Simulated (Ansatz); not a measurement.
**MgHSe+ (triplet): wave-function methods side by side, cc-pVDZ**

The task here is to estimate one member of a computed series from the others.

Program: Ansatz 0.2.0, Gaussian basis. Level of theory: cc-pVDZ, core rule «outside noble gas», up to 19 orbitals frozen. These are calculated values, not measurements.

To be run: UHF; CCSD(T) on ROHF; CCSD(T) on UHF; BCCD(T) on ROHF; CISD as a restricted active space (open shells left free, so some higher excitations enter); CCSDT(Q) on ROHF; CCSDT(Q) on UHF.

34 further runs of the same task are left out: 14 for a known fault of the program, 7 that didn't finish, 13 set aside as unsound or not needed. Runs told in other sessions of the task aren't counted.

**The geometry**

The geometry is a PBE0/def2-TZVP stationary point (not a proven minimum) of the parent state, kept for this charge and spin. No spin-orbit coupling is included. The filled d shell of Se may be among the frozen orbitals whatever the setting's name suggests.

3 atoms, charge 1, spin multiplicity 3.

Atoms are counted from 1 here; the program's logs count them from 0.

Bond lengths: Se1–Mg2 2.434 Å, Mg2–H3 1.695 Å. Angles: Se1–Mg2–H3 180.0°.

Set-up of the first run:

in.yaml reads:

```yaml
crystal:
  periodic: [false, false, false]
  atoms:
    - {symbol: Se, position_ang: [0.000000, 0.000000, 2.187600]}
    - {symbol: Mg, position_ang: [0.000000, 0.000000, -0.246500]}
    - {symbol: H, position_ang: [0.000000, 0.000000, -1.941100]}
basis:
  gaussian: {orbitals: cc-pVDZ}
total_charge: 1
magnetization: {spin_polarized: true, initial_magnetization: 2}
hamiltonian: {xc: hf}
output: {orbitals: {seedname: orbitals}}
```

Run with:

```sh
ansatz run in.yaml --threads 1 --pin off --events-out ev --progress --plain --max-ram 2393MiB
```

Among the steps run: UHF; CCSD(T) on ROHF; CCSD(T) on UHF; BCCD(T) on ROHF; CISD as a restricted active space (open shells left free, so some higher excitations enter); CCSDT(Q) on ROHF; CCSDT(Q) on UHF.

One of the session's tables, all rows but one given; the rest of the session is left out.

| method | from UCCSDT(Q) (meV) |
| --- | --- |
| ROHF | +3556.8 |
| UHF | +3435.3 |
| RMP2 | +741.4 |
| UMP2 | +753.9 |
| CISD | +232.5 |
| RCCSD | +70.4 |
| UCCSD | +59.9 |
| RCCSD(T) | +22.3 |
| UCCSD(T) | +14.1 |
| BCCD(T) | ? |
| RCCSDT | +10.8 |
| UCCSDT | +2.9 |
| RCCSDT(Q) | +7.8 |
| UCCSDT(Q) | 0 |

**Question.** Estimate the row for BCCD(T).

**Answer.** from UCCSDT(Q) (meV): +22.0. In the column «from UCCSDT(Q) (meV)» it lies between UCCSD(T) (+14.1) and RCCSD(T) (+22.3).

Caveats from the session: Restricted and unrestricted rows rest on different reference determinants; a gap between their highest levels can come from leftover correlation error, from unlike frozen cores or from another state.
